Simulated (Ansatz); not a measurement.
**Cl2H2S2Si: up Jacob's ladder to CCSD(T)**

One table from this session's results is given with a row withheld; the runs are named, their logs left out.

The runs use Ansatz 0.2.0, Gaussian basis; functionals in def2-TZVPP, the program's frozen cores in correlated methods.

The runs, in order: LDA (SPW92), PBE-D4, revPBE-D4, BLYP-D4, r2SCAN-D4, B97M-V, PBE0-D4, B3LYP-D4, r2SCANh-D4, r2SCAN0-D4, HSE06-D4, BHLYP-D4, CAM-B3LYP-D4, LC-ωPBE, ωB97X-V, ωB97M-V, B2PLYP, PBE-QIDH; CCSD(T)/def2-SVP; CCSD(T)/def2-TZVPP; MP2/def2-QZVPP; extrapolation to the limit; RPA on PBE.

## The relaxed structure

All runs share one geometry, relaxed beforehand with PBE0-D4 in a triple-zeta def2 set.

7 atoms, charge 0, spin multiplicity 1.

Atoms are counted from 1 here; the program's logs count them from 0.

Bond lengths: S1–Si2 2.111 Å, S1–H6 1.344 Å, Si2–S3 2.111 Å, Si2–Cl4 2.045 Å, Si2–Cl5 2.045 Å, S3–H7 1.344 Å. Angles: Si2–S1–H6 93.5°, S1–Si2–S3 104.7°, S1–Si2–Cl4 113.6°, S1–Si2–Cl5 109.7°, S3–Si2–Cl4 109.7°, S3–Si2–Cl5 113.6°, Cl4–Si2–Cl5 105.7°, Si2–S3–H7 93.5°.

Set-up of the first run:

Contents of in.yaml:

```yaml
crystal:
  periodic: [false, false, false]
  atoms:
    - {symbol: S, position_ang: [-1.568145, 0.438605, 1.202734]}
    - {symbol: Si, position_ang: [0.019370, 0.025112, -0.125642]}
    - {symbol: S, position_ang: [1.387351, -1.109540, 1.013206]}
    - {symbol: Cl, position_ang: [-0.551798, -1.036610, -1.777366]}
    - {symbol: Cl, position_ang: [0.800599, 1.776870, -0.834662]}
    - {symbol: H, position_ang: [-1.937957, 1.550395, 0.543512]}
    - {symbol: H, position_ang: [1.911880, -1.712831, -0.067681]}
basis:
  gaussian: {orbitals: def2-TZVPP}
hamiltonian: {xc: lda}
output: {orbitals: {seedname: orbitals}}
```

On the command line:

```bash
> ansatz run in.yaml --threads 4 --pin off --events-out ev --progress --plain --max-ram 10444MiB
```

Steps of the session up to this table: LDA; PBE-D4 (GGA); revPBE-D4 (GGA); BLYP-D4 (GGA); r2SCAN-D4 (meta-GGA); B97M-V (meta-GGA); B3LYP-D4 (hybrid); r2SCANh-D4 (hybrid); r2SCAN0-D4 (hybrid); HSE06-D4 (hybrid); BHLYP-D4 (hybrid); CAM-B3LYP-D4 (range-separated); LC-ωPBE (range-separated); ωB97X-V (range-separated); ωB97M-V (range-separated); B2PLYP (double hybrid); PBE-QIDH (double hybrid).

One table of the session follows, with a row left open; its other results are not shown here.

It belongs to the step «Orbital energies across the functionals». 

| functional | HOMO (eV) | gap (eV) |
| --- | --- | --- |
| LDA (SPW92) | -6.93 | 5.05 |
| PBE-D4 | -6.80 | 5.14 |
| revPBE-D4 | -6.75 | 5.18 |
| BLYP-D4 | -6.61 | 5.07 |
| r2SCAN-D4 | ? | ? |
| B97M-V | -7.19 | 5.81 |
| PBE0-D4 | -8.06 | 7.35 |
| B3LYP-D4 | -7.79 | 6.84 |
| r2SCANh-D4 | -7.57 | 6.52 |
| r2SCAN0-D4 | -8.26 | 7.71 |
| HSE06-D4 | -7.66 | 6.57 |
| BHLYP-D4 | -9.15 | 9.50 |
| CAM-B3LYP-D4 | -9.37 | 9.79 |
| LC-ωPBE | -10.82 | 12.45 |
| ωB97X-V | -10.44 | 11.95 |
| ωB97M-V | -10.24 | 11.58 |

Q: Estimate the row for r2SCAN-D4 from the others.

Worked estimate for «HOMO (eV)». Against the share of exact exchange, r2SCANh-D4 (0.1, -7.57), r2SCAN0-D4 (0.25, -8.26) give a slope of -4.60 per unit share; at 0 the line stands at -7.11.

The run gave: HOMO (eV): -7.11; gap (eV): 5.72. In «HOMO (eV)» the line misses by 0.00.
